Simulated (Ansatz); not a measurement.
# C12H2: harmonic frequencies at the relaxed geometry in Python

At which frequencies does C12H2 vibrate? A script is to give harmonic frequencies at the relaxed geometry; the system is C12H2. SMILES: C#CC#CC#CC#CC#CC#C.

Computed with Ansatz 0.2.0 through its Python package. Level of theory: PBE0/def2-SVP.

### Step 1. The system

Bond lengths: C1–C2 1.200 Å, C2–C3 1.540 Å, C3–C4 1.200 Å, C4–C5 1.540 Å, C5–C6 1.200 Å, C6–C7 1.540 Å, C7–C8 1.200 Å, C8–C9 1.540 Å, C9–C10 1.200 Å, C10–C11 1.540 Å, C11–C12 1.200 Å, C1–H13 1.065 Å, C12–H14 1.065 Å. Angles: C1–C2–C3 180.0°, C2–C1–H13 180.0°, C2–C3–C4 180.0°, C3–C4–C5 180.0°, C4–C5–C6 180.0°, C5–C6–C7 180.0°, C6–C7–C8 180.0°, C7–C8–C9 180.0°, C8–C9–C10 180.0°, C9–C10–C11 180.0°, C10–C11–C12 180.0°, C11–C12–H14 180.0°.

No structure file is read: the coordinates are typed or built in the script.

### Step 2. The script

The input, c12h2_freq.py:

```python
"""Harmonic frequencies of C12H2 at its relaxed geometry."""

from dataclasses import dataclass
import itertools
import logging
import sys
import warnings

import ansatz
from ase import Atoms
from ase.data import atomic_numbers, covalent_radii
import numpy as np

logging.basicConfig(stream=sys.stdout, format="[%(levelname)s] %(message)s")
log = logging.getLogger("c12h2")
log.setLevel(logging.INFO)


@dataclass(frozen=True)
class RunConfig:
    basis: str = "def2-SVP"
    functional: str = "pbe0"


cfg = RunConfig()


def main() -> None:
    warnings.simplefilter("ignore", ansatz.DeckWarning)

    atoms = Atoms(["C", "C", "C", "C", "C", "C", "C", "C", "C", "C", "C", "C", "H", "H"], positions=[
        [7.4457, -0.2471, -0.0158],
        [6.2464, -0.2073, -0.0133],
        [4.7072, -0.1562, -0.01],
        [3.5078, -0.1164, -0.0074],
        [1.9689, -0.0653, -0.0042],
        [0.7695, -0.0255, -0.0016],
        [-0.7695, 0.0255, 0.0016],
        [-1.9689, 0.0653, 0.0042],
        [-3.5078, 0.1164, 0.0075],
        [-4.7072, 0.1562, 0.01],
        [-6.2464, 0.2073, 0.0133],
        [-7.4457, 0.2471, 0.0158],
        [8.5101, -0.2824, -0.0181],
        [-8.5101, 0.2824, 0.0181],
    ])
    mol = ansatz.Crystal.molecule_from_ase(atoms)

    base = (
        mol.calculation()
        .basis(gaussian=cfg.basis)  # atom-centred Gaussian functions
        .functional(cfg.functional)
        .accuracy("medium")
        .scf(lower_state_search="off")
    )
    symbols = [site.symbol for site in mol.cartesian_sites]
    start = np.array([site.position_ang for site in mol.cartesian_sites], dtype=float)
    rep = base.relax(force_tolerance=0.003).run(threads=1).report
    end = np.array(rep["positions_ang"])

    # pairs closer than 1.2 times the sum of covalent radii, before or after
    radius = [covalent_radii[atomic_numbers[s]] for s in symbols]
    span = lambda where, i, j: np.linalg.norm(where[i] - where[j])
    bonded = [(i, j) for i, j in itertools.combinations(range(len(symbols)), 2) if min(span(start, i, j), span(end, i, j)) < 1.2 * (radius[i] + radius[j])]
    log.info("pair        before    after (A)")
    for i, j in bonded:
        print(f"{symbols[i]}{i}-{symbols[j]}{j}".ljust(10), f"{span(start, i, j):8.4f} {span(end, i, j):8.4f}")
    for first, second in list(itertools.combinations(bonded, 2)):
        shared = set(first) & set(second)
        if shared and symbols[(j := shared.pop())] != "H":
            i, k = sorted((set(first) | set(second)) - {j})
            u, v = end[i] - end[j], end[k] - end[j]
            angle = np.degrees(np.arccos(np.clip(u @ v / np.linalg.norm(u) / np.linalg.norm(v), -1, 1)))
            log.info(f"final angle {symbols[i]}{i}-{symbols[j]}{j}-{symbols[k]}{k}: {angle:.2f} deg")

    # frequencies need a stationary point, so they are taken at the relaxed geometry
    minimum = ansatz.Crystal.molecule()
    for symbol, place in zip(symbols, end):
        minimum = minimum.atom(symbol, place.tolist())
    vibrating = (
        minimum.calculation()
        .basis(gaussian=cfg.basis)
        .functional(cfg.functional)
        .accuracy("medium")
        .scf(lower_state_search="off")
        .phonons(temperatures=(200, 600, 100))
    )
    vib = vibrating.run(threads=1).report["vibrations"]
    sums = vib["harmonic_sums"]
    modes = [m["omega_inv_cm"] for m in sums["modes_at_gamma"] if m["rigid_motion"] == "no"]
    for number, w in enumerate(modes, start=1):
        log.info(f"mode {number:2d} {w:9.1f} 1/cm {w / 8065.544 * 1000:8.2f} meV")
    print("imaginary modes:", sum(w < 0 for w in modes), " zero-point energy:", round(sums["zero_point_energy_ev"], 4), "eV")
    log.info("T (K)   F_vib (eV)   S_vib (meV/K)   C_vib (meV/K)")
    for row in zip(sums["temperatures_k"], sums["vibrational_free_energy_ev"], vib["entropy_ev_per_k"], vib["heat_capacity_ev_per_k"]):
        log.info(f"{row[0]:6.1f} {row[1]:11.4f} {1000 * row[2]:13.4f} {1000 * row[3]:15.4f}")


if __name__ == "__main__":
    main()
```

### Step 3. Running it

Command:

```
$ python c12h2_freq.py
```

Without the output at hand: what should come out? Wanted: moves of the relaxation of run 1; energy gained in run 1; last largest force component of run 1; highest frequency; imaginary modes; zero-point energy.

As calculated:

| quantity | value |
| --- | --- |
| runs compared | 2 |
| moves of the relaxation of run 1 | 6 |
| energy gained in run 1 | 3.117 eV |
| last largest force component of run 1 | 0.0006 eV/Å |
| highest frequency | 3484 cm⁻¹ |
| imaginary modes | 0 |
| zero-point energy | 2.148 eV |

In words: In CPU time, run 2 (phonons) cost about 11 times as much as run 1 (relaxation). Run 1: After 6 moves the largest shift is 0.404 Å. All frequencies are real, so the geometry is a minimum. The values are harmonic; measured fundamentals also hold anharmonic shifts, mostly downward for stretches. The frequencies are harmonic and unscaled, in a modest basis.
